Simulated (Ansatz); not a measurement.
# InI3F2: the cost of one run

Method: DFT PBE, scalar-relativistic, plane waves, PAW, in Ansatz 0.2.0.

2 further runs of the same task are left out: 1 that didn't finish, 1 set aside as unsound or not needed.

**1. Starting point**

The structure is hexagonal, space group P6/mmm (No. 191). Conventional cell: a = 6.622 Å, b = 6.622 Å, c = 4.976 Å, α = 90.00°, β = 90.00°, γ = 120.00°. Around In (site symmetry 6/mmm) lie 6 F at 3.82 Å and 12 I at 4.14 Å. I (site symmetry mmm) has 4 F at 3.14 Å and 4 I at 3.31 Å and 4 In at 4.14 Å as nearest neighbours. F (site symmetry -6m2) has 6 I at 3.14 Å and 3 F at 3.82 Å and 3 In at 3.82 Å as nearest neighbours.

As a file:

```cif
data_structure
_symmetry_space_group_name_H-M 'P 1'
_symmetry_Int_Tables_number 1
_cell_length_a 6.6219
_cell_length_b 6.6219
_cell_length_c 4.9763
_cell_angle_alpha 90.000
_cell_angle_beta 90.000
_cell_angle_gamma 120.000
_cell_volume 188.98
loop_
_atom_site_label
_atom_site_type_symbol
_atom_site_fract_x
_atom_site_fract_y
_atom_site_fract_z
_atom_site_occupancy
In1 In 0.00000 0.00000 0.00000 1
I1 I 0.50000 0.00000 0.50000 1
I2 I 0.50000 0.50000 0.50000 1
I3 I 0.00000 0.50000 0.50000 1
F1 F 0.66667 0.33333 0.00000 1
F2 F 0.33333 0.66667 0.00000 1
```

Recipe of the guess: species swapped into a database cell of PrAl3Ni2 (P6/mmm, No. 191), with In on the Pr sites, I on the Al sites and F on the Ni sites. Lengths come from tabulated atomic sizes and are only a guess.

**2. A first look at the guess**

input.yaml

```yaml
crystal:
  lattice:
    - [6.62192514, 0.0, 0.0]
    - [-3.31096257, 5.73475539, 0.0]
    - [0.0, 0.0, 4.97630129]
  atoms:
    - { symbol: In, position: [0.0, 0.0, 0.0] }
    - { symbol: I, position: [0.5, 0.0, 0.5] }
    - { symbol: I, position: [0.5, 0.5, 0.5] }
    - { symbol: I, position: [0.0, 0.5, 0.5] }
    - { symbol: F, position: [0.66666667, 0.33333333, 0.0] }
    - { symbol: F, position: [0.33333333, 0.66666667, 0.0] }
basis:
  ecutwfc: 420
kpoints:
  mp_grid: { grid: [3, 3, 4] }
hamiltonian:
  xc: pbe
scf:
  occupations: { method: gaussian, width: 0.1 }
  lower_state_search: "off"
output:
  forces: true
  stress: true
  eigenvalues: true
```

On the command line:

```sh
> ansatz run input.yaml --threads 1 --pin off --max-ram 2048MiB --backend cpu --events-out ev --progress --plain --runs-dir out
```

What time and memory should one allow on 1 thread of Arm Neoverse V2, shared host?

About 4.7 s, with a peak of 0.43 GiB.
